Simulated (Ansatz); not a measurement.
# C₂H₅ClOSi: one species, many methods

How much do the methods differ for C₂H₅ClOSi? The plan is to run it at one geometry with functionals of several rungs and with coupled cluster, and see how far each lands from CCSD(T) at the basis-set limit for the atomisation energy.

The runs use Ansatz 0.2.0, Gaussian basis; functionals in def2-TZVPP, the program's frozen cores in correlated methods.

Plan: LDA (SPW92), PBE-D4, revPBE-D4, BLYP-D4, r2SCAN-D4, B97M-V, PBE0-D4, B3LYP-D4, r2SCANh-D4, r2SCAN0-D4, HSE06-D4, BHLYP-D4, CAM-B3LYP-D4, LC-ωPBE, ωB97X-V, ωB97M-V, B2PLYP, PBE-QIDH; CCSD(T)/def2-SVP; CCSD(T)/def2-TZVPP; MP2/def2-QZVPP; extrapolation to the limit; RPA on PBE.

## 1. Structure used throughout

All runs share one geometry, relaxed beforehand with PBE0-D4 in a triple-zeta def2 set.

SMILES `OC1(Cl)C[SiH2]1`, 10 atoms, charge 0, spin multiplicity 1.

Atoms are counted from 1 here; the program's logs count them from 0.

Bond lengths: O1–C2 1.369 Å, O1–H6 0.966 Å, C2–Cl3 1.793 Å, C2–C4 1.532 Å, C2–Si5 1.858 Å, C4–Si5 1.865 Å, C4–H7 1.087 Å, C4–H8 1.084 Å, Si5–H9 1.477 Å, Si5–H10 1.475 Å. Angles: C2–O1–H6 108.5°, O1–C2–Cl3 113.4°, O1–C2–C4 118.0°, O1–C2–Si5 121.2°, Cl3–C2–C4 112.6°, Cl3–C2–Si5 117.3°, C4–C2–Si5 65.9°, C2–C4–Si5 65.5°, C2–C4–H7 113.7°, C2–C4–H8 117.1°, Si5–C4–H7 117.0°, Si5–C4–H8 120.9°, H7–C4–H8 113.9°, C2–Si5–C4 48.6°, C2–Si5–H9 119.0°, C2–Si5–H10 118.5°, C4–Si5–H9 118.2°, C4–Si5–H10 119.5° and more.

## 2. LDA

This LDA is Slater exchange with PW92 correlation.

Input file in.yaml:

```yaml
crystal:
  periodic: [false, false, false]
  atoms:
    - {symbol: O, position_ang: [-0.507337, 0.656016, 1.608924]}
    - {symbol: C, position_ang: [0.297868, 0.277498, 0.568554]}
    - {symbol: Cl, position_ang: [2.044532, 0.303677, 0.974029]}
    - {symbol: C, position_ang: [-0.102562, -0.963570, -0.236034]}
    - {symbol: Si, position_ang: [-0.172585, 0.635874, -1.192935]}
    - {symbol: H, position_ang: [-0.496636, -0.043596, 2.275495]}
    - {symbol: H, position_ang: [-1.051638, -1.396394, 0.070939]}
    - {symbol: H, position_ang: [0.671925, -1.696306, -0.433523]}
    - {symbol: H, position_ang: [-1.497744, 1.223948, -1.474714]}
    - {symbol: H, position_ang: [0.897479, 0.951653, -2.157734]}
basis:
  gaussian: {orbitals: def2-TZVPP}
hamiltonian: {xc: lda}
output: {orbitals: {seedname: orbitals}}
```

Command:

```sh
> ansatz run in.yaml --threads 4 --pin off --events-out ev --progress --plain --max-ram 10444MiB
```

The runs that follow: PBE-D4 (GGA); revPBE-D4 (GGA); BLYP-D4 (GGA); r2SCAN-D4 (meta-GGA); B97M-V (meta-GGA); PBE0-D4 (hybrid); B3LYP-D4 (hybrid); r2SCANh-D4 (hybrid); r2SCAN0-D4 (hybrid); HSE06-D4 (hybrid); BHLYP-D4 (hybrid); CAM-B3LYP-D4 (range-separated); LC-ωPBE (range-separated); ωB97X-V (range-separated); ωB97M-V (range-separated); B2PLYP (double hybrid); PBE-QIDH (double hybrid); CCSD(T) in def2-SVP; CCSD(T) in def2-TZVPP; MP2 in def2-QZVPP; RPA on PBE orbitals.

Q: Predict the results of all the runs planned. Wanted: atomisation energy, CCSD(T)/CBS; farthest beyond LDA; mean size of error, GGA; mean size of error, meta-GGA; mean size of error, hybrid; mean size of error, range-separated; mean size of error, double hybrid; gap, smallest and largest; T1 diagnostic.

As calculated:

```
                               quantity                                                                                                value
        atomisation energy, CCSD(T)/CBS                                                                                            36.546 eV
    functionals within 0.183 eV (0.5 %)  revPBE-D4, BLYP-D4, B97M-V, B3LYP-D4, r2SCANh-D4, CAM-B3LYP-D4, LC-ωPBE, ωB97X-V, ωB97M-V, PBE-QIDH
                    farthest beyond LDA                                                                                 BHLYP-D4 (-1.435 eV)
                mean size of error, GGA                                                                                             0.397 eV
           mean size of error, meta-GGA                                                                                             0.190 eV
             mean size of error, hybrid                                                                                             0.431 eV
    mean size of error, range-separated                                                                                             0.115 eV
      mean size of error, double hybrid                                                                                             0.370 eV
              gap, smallest and largest                                                            4.71 eV (LDA (SPW92)), 11.54 eV (LC-ωPBE)
                          T1 diagnostic                                                                                               0.0119
triples share of the correlation energy                                                                                                4.2 %
```

In words: LDA overbinds by 6.150 eV (17 %). PBE-D4 misses by +1.009 eV. Double hybrids carry the basis error of their MP2 part in triple zeta, and no dispersion term here, so their miss is partly the set-up's. By mean error the best rung here is range-separated (0.115 eV) and the worst beyond LDA is hybrid (0.431 eV). GGA functionals lie within the reference's doubt of that worst mean (0.397 eV), so those two tie. The gap between the best rungs is small, so their order is not settled. The mean of the hybrids holds BHLYP, with half exact exchange. The reference freezes the cores and leaves out relativity and excitations past (T), so misses under about 0.183 eV can't be ranked. Hartree-Fock recovers 70 % of the binding; the rest is correlation. CCSD(T) in def2-SVP is off by -2.329 eV, which most functionals beat. The gap grows from 4.7 to 11.5 eV across the functionals, mostly with the share of exact exchange.
